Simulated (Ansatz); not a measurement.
# Si₄: small, medium and large basis sets

An exercise on one series of results from a longer session: the logs are not shown, and one member is left open.

Method: one geometry, several basis sets; program: Ansatz 0.2.0, Gaussian basis.

The runs, in order: PBE0-D4/def2-SVP; ωB97M-V/def2-SVP; PBE0-D4/def2-QZVPP; ωB97M-V/def2-QZVPP; CCSD(T)/cc-pV(D+d)Z; CCSD(T)/cc-pV(T+d)Z; CCSD(T)/cc-pV(Q+d)Z; the functionals' def2-TZVPP values are taken from earlier runs.

**The geometry**

An earlier PBE0-D4 in a triple-zeta def2 set relaxation fixed the geometry.

4 atoms, charge 0, spin multiplicity 1.

Atoms are counted from 1 here; the program's logs count them from 0.

Bond lengths: Si1–Si2 2.306 Å, Si1–Si4 2.306 Å, Si2–Si3 2.306 Å, Si3–Si4 2.306 Å. Angles: Si2–Si1–Si4 62.5°, Si1–Si2–Si3 117.5°, Si2–Si3–Si4 62.5°, Si1–Si4–Si3 117.5°.

Coordinates:

```
Si    1.0675   -0.5019    1.5796
Si   -0.8603    0.4222    0.7155
Si   -1.0661    0.5047   -1.5796
Si    0.8589   -0.4250   -0.7155
```

Set-up of the first run:

Input file in.yaml:

```yaml
crystal:
  periodic: [false, false, false]
  atoms:
    - {symbol: Si, position_ang: [1.067466, -0.501881, 1.579597]}
    - {symbol: Si, position_ang: [-0.860313, 0.422166, 0.715518]}
    - {symbol: Si, position_ang: [-1.066093, 0.504722, -1.579622]}
    - {symbol: Si, position_ang: [0.858939, -0.424998, -0.715494]}
basis:
  gaussian: {orbitals: def2-SVP}
hamiltonian: {xc: pbe0, dispersion: d4}
output: {orbitals: {seedname: orbitals}}
```

The run is started by

```console
$ ansatz run in.yaml --threads 4 --pin off --events-out ev --progress --plain --max-ram 10444MiB
```

Steps of the session up to this table: PBE0-D4 in def2-SVP; ωB97M-V in def2-SVP; PBE0-D4 in def2-QZVPP; ωB97M-V in def2-QZVPP.

One table of the session follows, with a row left open; its other results are not shown here.

It belongs to the step «Density functionals: the series». 

| functional | basis | HOMO (eV) | LUMO (eV) |
| --- | --- | --- | --- |
| PBE0-D4 | def2-SVP | -6.48 | -3.83 |
| PBE0-D4 | def2-TZVPP | ? | ? |
| PBE0-D4 | def2-QZVPP | -6.38 | -3.73 |
| ωB97M-V | def2-SVP | -8.20 | -1.91 |
| ωB97M-V | def2-TZVPP | -8.13 | -1.86 |
| ωB97M-V | def2-QZVPP | -8.15 | -1.89 |

Estimate the missing values for PBE0-D4, def2-TZVPP.

**Answer.** HOMO (eV): -6.37; LUMO (eV): -3.72. In the column «HOMO (eV)» it is the highest.
